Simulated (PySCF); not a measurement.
**NaBe: from the state search to spectroscopic constants**

Aim: find the lowest electronic state of NaBe, scan its bond at several levels of theory, and get bond length, wavenumber and dissociation energy from each curve.

Method: Na STO-3G, Be STO-3G, no relativity; program: PySCF 2.14.0.

### Step 1. Input

A driver script around PySCF takes these settings:

```yaml
atoms: Na, Be
charge: 0
basis: Na STO-3G, Be STO-3G
Hamiltonian: no relativity
basis_functions: 14
electrons_treated: 15
masses_in_u: 22.9898, 9.0122
levels: PBE0, PBE, r²SCAN, PW91, M06-L, r²SCAN0, HF, MP2, SCS-MP2, CCSD, CCSD(T)
grid: 80 radial by 434 angular points
occupations: held fixed by the projection of orbital angular momentum
dissociation_limit: Na + Be, each in its ground configuration
starting_distance_in_angstrom: 2.535
values_of_2S_to_try: 1, 3
```

Started as:

```
> OMP_NUM_THREADS=1 python dia.py task.json out
```

Further steps of the session: The PBE0 curve of the state that the search chose; Other states along the same grid; PBE; r²SCAN (meta-GGA); PW91 (GGA); M06-L; r²SCAN0 (hybrid meta-GGA); UHF (mean field); MP2 and coupled cluster.

Q: Predict the outcome of this session. Wanted: for each run, Re; ωe; De; μ.

**Answer**, as computed:

Lowest PBE0 solution found, without spin–orbit coupling: ²Σ⁺ (doublet), unpaired electrons σ ↑. State 2 has its PBE0 minimum 0.83 eV higher. State 3 has its PBE0 minimum 2.64 eV higher. The other levels ran on the lowest alone.

| level | Re (Å) | ωe (cm⁻¹) | De (eV) | μ (D) |
| --- | --- | --- | --- | --- |
| UHF | 2.411 | 574 | 4.47 | -7.68 |
| UHF-MP2 | 2.397 | 571 | 4.26 | n/a |
| UHF-SCS-MP2 | 2.399 | 569 | 4.21 | n/a |
| UHF-CCSD | 2.395 | 562 | 3.93 | n/a |
| UHF-CCSD(T) | 2.395 | 561 | 3.94 | n/a |
| PBE | 2.421 | 523 | 4.47 | -6.90 |
| PW91 | 2.420 | 523 | 4.46 | -6.91 |
| r²SCAN | 2.420 | 539 | 4.49 | -7.23 |
| M06-L | 2.425 | 539 | 4.60 | -7.25 |
| PBE0 | 2.408 | 543 | 4.50 | -7.17 |
| r²SCAN0 | 2.408 | 551 | 4.49 | -7.36 |

De is counted to Na + Be in their ground configurations. A positive dipole means Na(−)Be(+).

Differences from CCSD(T) in the same basis:

| level | Re (mÅ) | ωe (%) |
| --- | --- | --- |
| UHF | +16 | +2.3 |
| UHF-MP2 | +3 | +1.7 |
| UHF-SCS-MP2 | +4 | +1.4 |
| UHF-CCSD | 0 | 0.0 |
| PBE | +26 | -6.8 |
| PW91 | +25 | -6.8 |
| r²SCAN | +25 | -4.0 |
| M06-L | +30 | -4.0 |
| PBE0 | +13 | -3.3 |
| r²SCAN0 | +13 | -1.9 |

Against CCSD(T) in the same basis, the bond length is nearest at UHF-CCSD (0 mÅ) and farthest at M06-L (+30 mÅ); the wavenumber is nearest at UHF-CCSD (0.0 %) and farthest at PBE and PW91 (-6.8 %). CCSD(T) in a basis this small is itself some way from its limit, more so than the functionals. Among the levels with a De in the table, it runs from 3.93 eV (UHF-CCSD) to 4.60 eV (M06-L).

Correlated steps freeze 1 core orbital. The basis is very small, so these numbers show the basis as much as the molecule.
